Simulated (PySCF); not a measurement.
# C2H6GeNP (SMILES C#[C][GeH]([NH2])[PH2]): levels of theory compared

We compute a comparison of 4 runs (HF/3-21G, HF/cc-pVDZ, HF/def2-SVP, PBE0/6-31G) of C2H6GeNP. The job is set up through a Python script.

The calculation is run with PySCF 2.14.0.

**1. The molecule**

The species is C2H6GeNP (11 atoms), meant as a singlet with charge 0. As SMILES, `C#[C][GeH]([NH2])[PH2]`. The shape comes from GFN2-xTB, which is rough for such elements, and wasn't checked as a minimum. This is one conformer, not always the lowest.

Bond lengths: C1–C2 1.203 Å, C2–Ge3 1.912 Å, Ge3–N4 1.823 Å, Ge3–P5 2.332 Å, C1–H6 1.053 Å, Ge3–H7 1.514 Å, N4–H8 1.011 Å, N4–H9 1.011 Å, P5–H10 1.386 Å, P5–H11 1.389 Å. Some angles: C1–C2–Ge3 174.2°, C2–Ge3–N4 105.6°, C2–Ge3–P5 111.6°, N4–Ge3–P5 114.2°, C2–C1–H6 177.4°, C2–Ge3–H7 108.0°, N4–Ge3–H7 104.6°, P5–Ge3–H7 112.4°, Ge3–N4–H8 116.1°, Ge3–N4–H9 115.6°.

**2. Energy and forces at HF/3-21G (run 1)**

File run.py:

```python
from pyscf import gto

mol = gto.Mole()
mol.atom = '''
C   -1.752160   1.365840   1.372610
C   -0.854290   0.653240   1.008020
Ge   0.596260  -0.357230   0.279190
N   -0.092090  -2.004530  -0.090290
P    1.549680   0.713480  -1.559970
H   -2.540060   1.965170   1.732910
H    1.599220  -0.602980   1.386600
H   -0.962480  -2.017790  -0.604250
H    0.542760  -2.652960  -0.536260
H    1.614060   1.930630  -0.900360
H    0.299100   1.007140  -2.088200
'''
mol.verbose = 4
mol.max_memory = 1860
mol.basis = '3-21g'
mol.build()

calc0 = mol.RHF()
calc0.conv_tol = 1e-10
calc0.kernel()
if not calc0.converged:
    calc0 = calc0.newton().run(calc0.mo_coeff, calc0.mo_occ)

e_tot = calc0.e_tot
print('E(%s) = %.9f' % ('HF', e_tot))
grad = calc0.nuc_grad_method().kernel()
dip = calc0.dip_moment()
pop, q = calc0.mulliken_pop()
```

Launch:

```
$ OMP_NUM_THREADS=1 python run.py
```

The program printed:

```text
PySCF version 2.14.0

[... 69 lines left out ...]
converged SCF energy = -2537.24787488063
[... 12 lines left out ...]
Dipole moment(X, Y, Z, Debye): -1.19875,  0.52465, -0.63113
[... 47 lines left out ...]
pop of  3 N 3px           0.68975
pop of  3 N 3py           0.80643
pop of  3 N 3pz           0.99680
pop of  4 P 1s            1.99860
pop of  4 P 2s            1.97282
pop of  4 P 3s            0.77178
pop of  4 P 4s            1.14190
pop of  4 P 2px           1.95812
pop of  4 P 2py           1.95694
pop of  4 P 2pz           1.95703
pop of  4 P 3px           0.64956
pop of  4 P 3py           0.62040
pop of  4 P 3pz           0.61704
pop of  4 P 4px           0.59594
pop of  4 P 4py           0.40574
pop of  4 P 4pz           0.61425
pop of  5 H 1s            0.45937
pop of  5 H 2s            0.20876
pop of  6 H 1s            0.42268
pop of  6 H 2s            0.76670
pop of  7 H 1s            0.44478
pop of  7 H 2s            0.23825
pop of  8 H 1s            0.44607
pop of  8 H 2s            0.23945
pop of  9 H 1s            0.44327
pop of  9 H 2s            0.58580
pop of  10 H 1s           0.44283
pop of  10 H 2s           0.59113
 ** Mulliken atomic charges  **
charge of    0C =     -0.43507
charge of    1C =     -0.46147
charge of    2Ge =      1.43941
charge of    3N =     -0.99370
charge of    4P =     -0.26010
charge of    5H =      0.33188
charge of    6H =     -0.18938
charge of    7H =      0.31697
charge of    8H =      0.31449
charge of    9H =     -0.02906
charge of   10H =     -0.03396
```

Run time: 9 s. Hardware: 1 thread of Intel Xeon at 2.50GHz (Skylake/Cascade Lake), shared host; peak memory 0.15 GiB.

**3. Energy and gradient at HF/cc-pVDZ (run 2)**

File start.xyz:

```xyz
11

C     -1.752160     1.365840     1.372610
C     -0.854290     0.653240     1.008020
Ge     0.596260    -0.357230     0.279190
N     -0.092090    -2.004530    -0.090290
P      1.549680     0.713480    -1.559970
H     -2.540060     1.965170     1.732910
H      1.599220    -0.602980     1.386600
H     -0.962480    -2.017790    -0.604250
H      0.542760    -2.652960    -0.536260
H      1.614060     1.930630    -0.900360
H      0.299100     1.007140    -2.088200
```

File run.py:

```python
# C#[C][GeH]([NH2])[PH2]
import pyscf.grad
from pyscf import gto

mol = gto.M(
    atom='start.xyz',
    max_memory=1860,
    basis='cc-pvdz',
    charge=0,
    spin=0,
    verbose=4,
)

mf = mol.RHF()
mf.conv_tol = 1e-10
mf.kernel()
if not mf.converged:
    mf = mf.newton().run(mf.mo_coeff, mf.mo_occ)

energy = mf.e_tot
print('Final energy', energy)
grad = mf.Gradients().kernel()
dip = mf.dip_moment()
pop, q = mf.mulliken_pop()
```

Launch:

```
$ OMP_NUM_THREADS=1 python run.py
```

The program printed:

```text
PySCF version 2.14.0

[... 71 lines left out ...]
converged SCF energy = -2549.71171973651
Final energy -2549.71171973651
[... 11 lines left out ...]
Dipole moment(X, Y, Z, Debye): -0.66590,  0.32514, -0.84755
[... 90 lines left out ...]
pop of  5 H 2px           0.01627
pop of  5 H 2py           0.01225
pop of  5 H 2pz           0.00886
pop of  6 H 1s            0.72413
pop of  6 H 2s            0.38064
pop of  6 H 2px           0.00512
pop of  6 H 2py           0.00110
pop of  6 H 2pz           0.00723
pop of  7 H 1s            0.71380
pop of  7 H 2s            0.11015
pop of  7 H 2px           0.03014
pop of  7 H 2py           0.01123
pop of  7 H 2pz           0.01818
pop of  8 H 1s            0.71569
pop of  8 H 2s            0.11046
pop of  8 H 2px           0.02053
pop of  8 H 2py           0.02203
pop of  8 H 2pz           0.01711
pop of  9 H 1s            0.72832
pop of  9 H 2s            0.25298
pop of  9 H 2px           0.00320
pop of  9 H 2py           0.01310
pop of  9 H 2pz           0.00603
pop of  10 H 1s           0.72797
pop of  10 H 2s           0.25553
pop of  10 H 2px          0.01346
pop of  10 H 2py          0.00340
pop of  10 H 2pz          0.00534
 ** Mulliken atomic charges  **
charge of    0C =     -0.12979
charge of    1C =     -0.20501
charge of    2Ge =      0.77356
charge of    3N =     -0.47392
charge of    4P =     -0.11234
charge of    5H =      0.04438
charge of    6H =     -0.11822
charge of    7H =      0.11650
charge of    8H =      0.11418
charge of    9H =     -0.00362
charge of   10H =     -0.00571
```

It took 72 s on 1 thread of Intel Xeon at 2.50GHz (Skylake/Cascade Lake), shared host; peak memory 0.3 GiB.

Run 3 isn't shown in full; the table further down has it.

**4. Energy and gradient at PBE0/6-31G (run 4)**

File run.py:

```python
from pyscf import gto, dft

mol = gto.Mole()
mol.atom = '''
C     -3.311103     2.581064     2.593857
C     -1.614374     1.234445     1.904882
Ge     1.126768    -0.675067     0.527593
N     -0.174025    -3.788013    -0.170623
P      2.928471     1.348282    -2.947916
H     -4.800018     3.713633     3.274725
H      3.022088    -1.139467     2.620294
H     -1.818824    -3.813070    -1.141867
H      1.025668    -5.013368    -1.013385
H      3.050131     3.648362    -1.701434
H      0.565217     1.903219    -3.946126
'''
mol.verbose = 4
mol.charge = 0
mol.basis = '6-31g'
mol.max_memory = 1860
mol.unit = 'bohr'
mol.build()

mf = dft.RKS(mol)
mf.xc = 'pbe0'
mf.conv_tol = 1e-10
mf.grids.level = 5
mf.kernel()
if not mf.converged:
    mf = mf.newton().run(mf.mo_coeff, mf.mo_occ)

energy = mf.e_tot
print('E(%s) = %.9f' % ('PBE0', energy))
grad = mf.nuc_grad_method().kernel()
mf.analyze()
```

Launch:

```
$ OMP_NUM_THREADS=1 python run.py
```

The program printed:

```text
PySCF version 2.14.0

[... 97 lines left out ...]
Two-electron Coulomb Energy =         1530.251957427982234
[... 9 lines left out ...]
MO #7   energy= -14.3807906558773  occ= 2
[... 7 lines left out ...]
MO #15  energy= -4.4442186777378   occ= 2
[... 7 lines left out ...]
MO #23  energy= -0.877619453021594 occ= 2
[... 7 lines left out ...]
MO #31  energy= -0.386654708636141 occ= 2
[... 7 lines left out ...]
MO #39  energy= 0.0447744131766896 occ= 0
[... 7 lines left out ...]
MO #47  energy= 0.167781563104974  occ= 0
[... 7 lines left out ...]
MO #55  energy= 0.488913935812824  occ= 0
[... 7 lines left out ...]
MO #63  energy= 0.849971203802937  occ= 0
[... 7 lines left out ...]
MO #71  energy= 1.08848050945509   occ= 0
[... 7 lines left out ...]
MO #79  energy= 3.05254516935655   occ= 0
[... 54 lines left out ...]
pop of  3 N 3py           0.00665
pop of  3 N 3pz           0.01883
pop of  4 P 1s            1.99999
pop of  4 P 2s            1.99846
pop of  4 P 3s            1.63190
pop of  4 P 4s            0.00466
pop of  4 P 2px           1.99988
pop of  4 P 2py           1.99987
pop of  4 P 2pz           1.99986
pop of  4 P 3px           1.24785
pop of  4 P 3py           1.09462
pop of  4 P 3pz           1.17934
pop of  4 P 4px           0.00872
pop of  4 P 4py           0.01232
pop of  4 P 4pz           0.00863
pop of  5 H 1s            0.81473
pop of  5 H 2s            0.01331
pop of  6 H 1s            1.04220
pop of  6 H 2s            0.00358
pop of  7 H 1s            0.76559
pop of  7 H 2s            0.01240
pop of  8 H 1s            0.76551
pop of  8 H 2s            0.01228
pop of  9 H 1s            0.95634
pop of  9 H 2s            0.00577
pop of  10 H 1s           0.96086
pop of  10 H 2s           0.00572
 ** Mulliken atomic charges  **
charge of    0C =     -0.15588
charge of    1C =     -0.25205
charge of    2Ge =      0.61259
charge of    3N =     -0.66025
charge of    4P =     -0.18611
charge of    5H =      0.17196
charge of    6H =     -0.04578
charge of    7H =      0.22202
charge of    8H =      0.22221
charge of    9H =      0.03789
charge of   10H =      0.03342
Dipole moment(X, Y, Z, Debye): -1.14429,  0.67082, -0.70305
```

Wall time 87 s (1 thread of Intel Xeon at 2.50GHz (Skylake/Cascade Lake), shared host); peak memory 0.79 GiB.

**5. Overview of the runs**

| run | level | integration grid | energy (Eh) | dipole moment (D) | HOMO energy (eV) | LUMO energy (eV) | wall time |
| --- | --- | --- | --- | --- | --- | --- | --- |
| 1 | HF/3-21G | – | -2537.247875 | 1.45 | -9.65 | 3.63 | 9 s |
| 2 | HF/cc-pVDZ | – | -2549.711720 | 1.13 | -9.66 | 3.53 | 72 s |
| 3 | HF/def2-SVP | – | -2549.264928 | 1.19 | -9.72 | 3.50 | 50 s |
| 4 | PBE0/6-31G | 5 | -2551.874493 | 1.50 | -6.86 | 0.05 | 87 s |

**6. Outcome**

```
                       quantity           value
            run 4: total energy  -2551.87449 Eh
           run 4: dipole moment          1.50 D
             run 4: HOMO energy        -6.86 eV
             run 4: LUMO energy         0.05 eV
           run 4: HOMO–LUMO gap         6.91 eV
run 4: largest force on an atom      1.945 eV/Å
```

**Reading.** The dipole moment (its size) runs from 1.13 D (HF/cc-pVDZ) to 1.50 D (PBE0/6-31G). The two ends differ in method and basis. The HOMO–LUMO gap runs from 6.91 eV (PBE0/6-31G) to 13.28 eV (HF/3-21G). All runs together took 3.6 min, the longest 87 s.
